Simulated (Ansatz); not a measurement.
Geometry optimisation, DFT PBE, scalar-relativistic, plane waves, PAW in Ansatz.

input.yaml

```yaml
crystal:
  lattice:
    - [5.8034, 0.0, 0.0]
    - [-2.9017, 5.025892, 0.0]
    - [0.0, 0.0, 17.2429]
  atoms:
    - { symbol: W, position: [0.0, 0.0, 0.0579949] }
    - { symbol: C, position: [0.3333333, 0.1666667, 0.1400171] }
    - { symbol: W, position: [0.0, 0.0, 0.2220392] }
    - { symbol: C, position: [0.3333333, 0.1666667, 0.3040614] }
    - { symbol: W, position: [0.0, 0.5, 0.0579949] }
    - { symbol: C, position: [0.3333333, 0.6666667, 0.1400171] }
    - { symbol: W, position: [0.0, 0.5, 0.2220392] }
    - { symbol: C, position: [0.3333333, 0.6666667, 0.3040614] }
    - { symbol: W, position: [0.5, 0.0, 0.0579949] }
    - { symbol: C, position: [0.8333333, 0.1666667, 0.1400171] }
    - { symbol: W, position: [0.5, 0.0, 0.2220392] }
    - { symbol: C, position: [0.8333333, 0.1666667, 0.3040614] }
    - { symbol: W, position: [0.5, 0.5, 0.0579949] }
    - { symbol: C, position: [0.8333333, 0.6666667, 0.1400171] }
    - { symbol: W, position: [0.5, 0.5, 0.2220392] }
    - { symbol: C, position: [0.8333333, 0.6666667, 0.3040614] }
    - { symbol: Ti, position: [0.0836357, 0.9092208, 0.4165715] }
basis:
  ecutwfc: 420.0
kpoints:
  mp_grid: { grid: [4, 4, 1] }
hamiltonian:
  xc: pbe
  pseudopotentials: { kind: paw, azcp: { folder: soft_1 } }
scf:
  occupations: { method: gaussian, width: 0.05 }
  lower_state_search: "off"
relax:
  f_tol: 0.03
  max_steps: 60
  adjacent_minimum: "off"
  constraints: [{ sites: [0, 4, 8, 12] }]
output:
  write_density: true
  write_potential: true
  elf: true
  volumetric_format: npy
```

Command:

```bash
$ ansatz run input.yaml --threads 4 --pin off --max-ram 10240MiB --backend cpu --events-out ev --progress --plain --runs-dir out
```

Question: Where does it end, and by what steps?

Answer: It converged. The force dipped under the threshold on the way, but the program's further checks kept it going. Limits of this set-up: coarse k mesh, thin slab, slab without dipole correction. After 10 steps the energy has fallen by 7.500 eV; Ti17 moved furthest, 1.32 Å. Joined: C8–Ti17 (3.14 → 1.95 Å).

```csv
step,energy less start (eV),largest force component (eV/Å),accepted
0,0.0000,6.966,yes
1,-2.5672,6.944,yes
2,-4.3106,5.919,yes
3,-5.3229,3.065,yes
4,-5.9558,1.370,yes
5,-6.4959,1.760,yes
6,-6.9998,1.627,yes
7,-7.3714,0.509,yes
8,-7.4914,0.174,yes
9,-7.5005,0.021,yes
10,-7.5005,0.021,yes
```

```xyz
17
Lattice="5.8034 0.0000 0.0000 -2.9017 5.0259 0.0000 0.0000 0.0000 17.2429" Properties=species:S:1:pos:R:3
W 0.000 0.000 1.000
C 1.451 0.844 2.335
W -0.014 0.008 3.855
C 1.453 0.827 5.124
W -1.451 2.513 1.000
C 0.007 3.347 2.335
W -1.449 2.493 3.855
C -0.006 3.354 5.124
W 2.902 0.000 1.000
C 4.353 0.837 2.280
W 2.919 0.009 3.855
C 4.355 0.837 4.979
W 1.451 2.513 1.000
C 2.896 3.347 2.335
W 1.452 2.512 3.859
C 2.912 3.354 5.124
Ti -1.449 4.187 6.134
```

Whether the end is a true minimum wasn't checked by a vibrational analysis.

Run time: 2.3 min on 4 threads of Arm Neoverse V2, on a shared host, peak memory 1.5 GiB.
